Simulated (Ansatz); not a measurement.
**TiCo (Pm-3m): which magnetic order lies lowest**

Which of a few magnetic orders of TiCo (Pm-3m) is lowest at one geometry?

Computed with Ansatz 0.2.0 (DFT r²SCAN, scalar-relativistic, plane waves, PAW, unless a step's input says otherwise).

## Step 1: The starting structure

Symmetry: Pm-3m, No. 221, cubic system. Conventional cell: a = 2.987 Å, b = 2.987 Å, c = 2.987 Å, α = 90.00°, β = 90.00°, γ = 90.00°. Ti (site symmetry m-3m) is surrounded by 8 Co at 2.59 Å. Co (site symmetry m-3m) is surrounded by 8 Ti at 2.59 Å.

As a file:

```xyz
2
Lattice="2.9874 0.0000 0.0000 0.0000 2.9874 0.0000 0.0000 0.0000 2.9874" Properties=species:S:1:pos:R:3 pbc="T T T"
Ti    0.0000    0.0000    0.0000
Co    1.4937    1.4937    1.4937
```

An earlier run at r²SCAN left this cell at 13.331 Å³/atom and 0.00 GPa (16×16×16 mesh).

## Step 2: Ferromagnetic, larger cell

Contents of input.yaml:

```yaml
crystal:
  lattice:
    - [0.0, 2.9874422231, 2.9874422231]
    - [2.9874422231, 0.0, 2.9874422231]
    - [2.9874422231, 2.9874422231, 0.0]
  atoms:
    - { symbol: Ti, position: [0.0, 0.0, 0.0] }
    - { symbol: Co, position: [0.25, 0.25, 0.25], spin: 1.5 }
    - { symbol: Ti, position: [0.5, 0.5, 0.5] }
    - { symbol: Co, position: [0.75, 0.75, 0.75], spin: 1.5 }
basis:
  ecutwfc: 500
  ecutrho_ratio: 4
kpoints:
  mp_grid: { grid: [10, 10, 10] }
hamiltonian:
  xc: r2scan
scf:
  occupations: { method: gaussian, width: 0.05 }
  lower_state_search: "off"
output:
  forces: true
  stress: true
  eigenvalues: true
  populations: true
magnetization:
  spin_polarized: true
```

Command:

```bash
> ansatz run input.yaml --threads 2 --pin off --max-ram 5120MiB --backend cpu --events-out ev --progress --plain --runs-dir out
```

## Step 3: Antiferromagnetic, propagation vector (1/2, 1/2, 1/2)

Edit input.yaml of step 2 so:

```diff
@@ -9,3 +9,3 @@
     - { symbol: Ti, position: [0.5, 0.5, 0.5] }
-    - { symbol: Co, position: [0.75, 0.75, 0.75], spin: 1.5 }
+    - { symbol: Co, position: [0.75, 0.75, 0.75], spin: -1.5 }
 basis:
```

## Step 4: Ferromagnetic, larger cell

Contents of input.yaml:

```yaml
crystal:
  lattice:
    - [0.0, 2.9874422231, 2.9874422231]
    - [0.0, -2.9874422231, 2.9874422231]
    - [2.9874422231, 0.0, 0.0]
  atoms:
    - { symbol: Ti, position: [0.0, 0.0, 0.0] }
    - { symbol: Co, position: [0.5, 0.0, 0.5], spin: 1.5 }
    - { symbol: Ti, position: [0.5, 0.5, 0.0] }
    - { symbol: Co, position: [1.0, 0.5, 0.5], spin: 1.5 }
basis:
  ecutwfc: 500
  ecutrho_ratio: 4
kpoints:
  mp_grid: { grid: [8, 8, 12] }
hamiltonian:
  xc: r2scan
scf:
  occupations: { method: gaussian, width: 0.05 }
  lower_state_search: "off"
output:
  forces: true
  stress: true
  eigenvalues: true
  populations: true
magnetization:
  spin_polarized: true
```

## Step 5: Antiferromagnetic, propagation vector (0, 1/2, 1/2)

Edit input.yaml of step 4 so:

```diff
@@ -9,3 +9,3 @@
     - { symbol: Ti, position: [0.5, 0.5, 0.0] }
-    - { symbol: Co, position: [1.0, 0.5, 0.5], spin: 1.5 }
+    - { symbol: Co, position: [1.0, 0.5, 0.5], spin: -1.5 }
 basis:
```

## Step 6: Ferromagnetic, larger cell

Contents of input.yaml:

```yaml
crystal:
  lattice:
    - [2.9874422231, 0.0, 0.0]
    - [0.0, 2.9874422231, 0.0]
    - [0.0, 0.0, 5.9748844462]
  atoms:
    - { symbol: Ti, position: [0.0, 0.0, 0.0] }
    - { symbol: Co, position: [0.5, 0.5, 0.25], spin: 1.5 }
    - { symbol: Ti, position: [0.0, 0.0, 0.5] }
    - { symbol: Co, position: [0.5, 0.5, 0.75], spin: 1.5 }
basis:
  ecutwfc: 500
  ecutrho_ratio: 4
kpoints:
  mp_grid: { grid: [12, 12, 6] }
hamiltonian:
  xc: r2scan
scf:
  occupations: { method: gaussian, width: 0.05 }
  lower_state_search: "off"
output:
  forces: true
  stress: true
  eigenvalues: true
  populations: true
magnetization:
  spin_polarized: true
```

## Step 7: Antiferromagnetic, propagation vector (0, 0, 1/2)

Edit input.yaml of step 6 so:

```diff
@@ -9,3 +9,3 @@
     - { symbol: Ti, position: [0.0, 0.0, 0.5] }
-    - { symbol: Co, position: [0.5, 0.5, 0.75], spin: 1.5 }
+    - { symbol: Co, position: [0.5, 0.5, 0.75], spin: -1.5 }
 basis:
```

## Step 8: No spin polarisation

Contents of input.yaml:

```yaml
crystal:
  lattice:
    - [2.9874422231, 0.0, 0.0]
    - [0.0, 2.9874422231, 0.0]
    - [0.0, 0.0, 2.9874422231]
  atoms:
    - { symbol: Ti, position: [0.0, 0.0, 0.0] }
    - { symbol: Co, position: [0.5, 0.5, 0.5] }
basis:
  ecutwfc: 500
  ecutrho_ratio: 4
kpoints:
  mp_grid: { grid: [16, 16, 16] }
hamiltonian:
  xc: r2scan
scf:
  occupations: { method: gaussian, width: 0.05 }
output:
  forces: true
  stress: true
  eigenvalues: true
```

(Steps that only read results are left out.)

Before running it: what results should come out? Wanted: orders tried; lowest; next above it.

**Answer**, as computed:

```
            quantity                                                             value
        orders tried                                                                 5
              lowest                                                     ferromagnetic
largest moment there                                                           1.40 μB
       next above it  antiferromagnetic, propagation vector (0, 0, 1/2), 42.1 meV/atom
```

Of the orders that kept their pattern, the lowest is: ferromagnetic. The next lies 42.1 meV/atom higher. Under stress at this geometry, and so lower once relaxed: antiferromagnetic, propagation vector (1/2, 1/2, 1/2) (-1.3 GPa); no spin polarisation (-6.7 GPa). Only these orders were tried, at zero temperature; the one found in experiment may not be among them.
